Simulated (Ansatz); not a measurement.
# CH7GaO (built from SMILES O.[CH3][GaH2]): a barrier at many levels of theory

How high is the barrier of this step (Ga1–O6 tightened, C2–H5 formed, Ga1–C2 broken, H5–O6 broken), and how far do cheaper methods land from CCSD(T)?

Computed with Ansatz 0.2.0, Gaussian basis. Level: single points in def2-TZVPP on PBE0-D4/def2-TZVP structures.

Levels: SPW92, PBE-D4, BLYP-D4, r2SCAN-D4, B97M-V, PBE0-D4, B3LYP-D4, r2SCAN0-D4, BHLYP-D4, CAM-B3LYP-D4, wB97X-V, wB97M-V, B2PLYP, PBE-QIDH, RPA on PBE, Hartree-Fock, MP2, CCSD, CCSD(T). The reference is CCSD(T) at the basis limit, from triple and quadruple zeta. Zero-point energies come from PBE0-D4 vibrations.

Correlated methods freeze the cores. Filled d shells of the heavier atoms are correlated. B3LYP uses VWN-RPA correlation. B2PLYP carries no dispersion term here.

23 further runs of the same task are left out: 23 set aside as unsound or not needed.

### 1 Start, saddle and end, as given

Charge 0, multiplicity 1. The folders r, ts and p hold the start, the saddle and the end; their coordinates stand in the first inputs.

| pair | r (Å) | ts (Å) | p (Å) |
| --- | --- | --- | --- |
| Ga1–O6 | 2.215 | 1.985 | 1.792 |
| C2–H5 | 2.923 | 1.421 | 1.092 |
| Ga1–C2 | 1.983 | 2.201 | 3.170 |
| H5–O6 | 0.963 | 1.242 | 2.856 |

### 2 wB97M-V/def2-TZVPP

r/in.yaml reads:

```yaml
crystal:
  periodic: [false, false, false]
  atoms:
    - {symbol: Ga, position_ang: [0.290425, -0.880851, 0.340621]}
    - {symbol: C, position_ang: [1.163733, 0.773688, -0.317185]}
    - {symbol: H, position_ang: [0.387453, -2.206901, -0.503330]}
    - {symbol: H, position_ang: [-0.054394, -0.995353, 1.885232]}
    - {symbol: H, position_ang: [-1.756268, 0.679012, -0.397486]}
    - {symbol: O, position_ang: [-1.763457, -0.266342, -0.214945]}
    - {symbol: H, position_ang: [1.002835, 0.917282, -1.389079]}
    - {symbol: H, position_ang: [0.822052, 1.666461, 0.213800]}
    - {symbol: H, position_ang: [2.244932, 0.707726, -0.164700]}
    - {symbol: H, position_ang: [-2.337409, -0.394721, 0.547071]}
basis:
  gaussian: {orbitals: def2-TZVPP}
hamiltonian: {xc: {name: wB97M-V}}
```

ts/in.yaml reads:

```yaml
crystal:
  periodic: [false, false, false]
  atoms:
    - {symbol: Ga, position_ang: [0.049721, -1.096753, 0.393948]}
    - {symbol: C, position_ang: [0.721154, 0.854120, -0.372310]}
    - {symbol: H, position_ang: [0.500871, -2.209400, -0.597805]}
    - {symbol: H, position_ang: [0.135097, -1.083340, 1.955337]}
    - {symbol: H, position_ang: [-0.642010, 0.453997, -0.323935]}
    - {symbol: O, position_ang: [-1.647728, -0.265298, -0.210921]}
    - {symbol: H, position_ang: [0.806229, 1.037523, -1.444802]}
    - {symbol: H, position_ang: [0.597403, 1.800124, 0.160205]}
    - {symbol: H, position_ang: [1.707018, 0.480032, -0.056850]}
    - {symbol: H, position_ang: [-2.227852, 0.028996, 0.497135]}
basis:
  gaussian: {orbitals: def2-TZVPP}
hamiltonian: {xc: {name: wB97M-V}}
```

p/in.yaml reads:

```yaml
crystal:
  periodic: [false, false, false]
  atoms:
    - {symbol: Ga, position_ang: [-0.387905, -1.479206, 0.428457]}
    - {symbol: C, position_ang: [0.891115, 1.267553, -0.503583]}
    - {symbol: H, position_ang: [0.303154, -2.112581, -0.812836]}
    - {symbol: H, position_ang: [0.152386, -1.365336, 1.893374]}
    - {symbol: H, position_ang: [-0.187633, 1.148436, -0.620884]}
    - {symbol: O, position_ang: [-2.049998, -0.888396, 0.114182]}
    - {symbol: H, position_ang: [1.407094, 0.778625, -1.328981]}
    - {symbol: H, position_ang: [1.129193, 2.331113, -0.502787]}
    - {symbol: H, position_ang: [1.226843, 0.842898, 0.445792]}
    - {symbol: H, position_ang: [-2.484348, -0.523106, 0.887265]}
basis:
  gaussian: {orbitals: def2-TZVPP}
hamiltonian: {xc: {name: wB97M-V}}
```

No record of the launch command was kept for these runs.

After this run come: CCSD(T)/def2-TZVPP; MP2/def2-QZVPP; Vibrations of the start structure; Vibrations of the end structure.

What does the calculation give? Wanted: barrier, CCSD(T)/CBS; reverse barrier, CCSD(T)/CBS; step energy, CCSD(T)/CBS; barrier with zero-point energy; step energy with zero-point energy; imaginary mode at the saddle; largest T1 diagnostic.

**Answer**, as computed:

```
                          quantity          value
              barrier, CCSD(T)/CBS  25.3 kcal/mol
      reverse barrier, CCSD(T)/CBS  34.2 kcal/mol
          step energy, CCSD(T)/CBS  -8.9 kcal/mol
    barrier with zero-point energy  22.9 kcal/mol
step energy with zero-point energy  -9.5 kcal/mol
      imaginary mode at the saddle     1358i cm⁻¹
             largest T1 diagnostic          0.013
```

In words: The functionals run from wB97M-V, off by -0.2 kcal/mol, to SPW92, off by -10.7 kcal/mol, against CCSD(T)/CBS. wB97X-V is as near within the digits shown. Mean unsigned error by rung: LDA 10.7, GGA 4.9, meta-GGA 2.4, hybrid 2.1, range-separated hybrid 0.3, double hybrid 0.6 kcal/mol. PBE-D4 gives a barrier 6.1 kcal/mol too low, outside chemical accuracy (1 kcal/mol). The barrier rises with the share of exact exchange, from BLYP-D4 through B3LYP-D4 to BHLYP-D4 (-3.6, -1.1, +2.9 kcal/mol). Hartree-Fock, with no correlation, is off by +11.2 kcal/mol. Zero-point motion lowers the barrier by 2.4 kcal/mol.
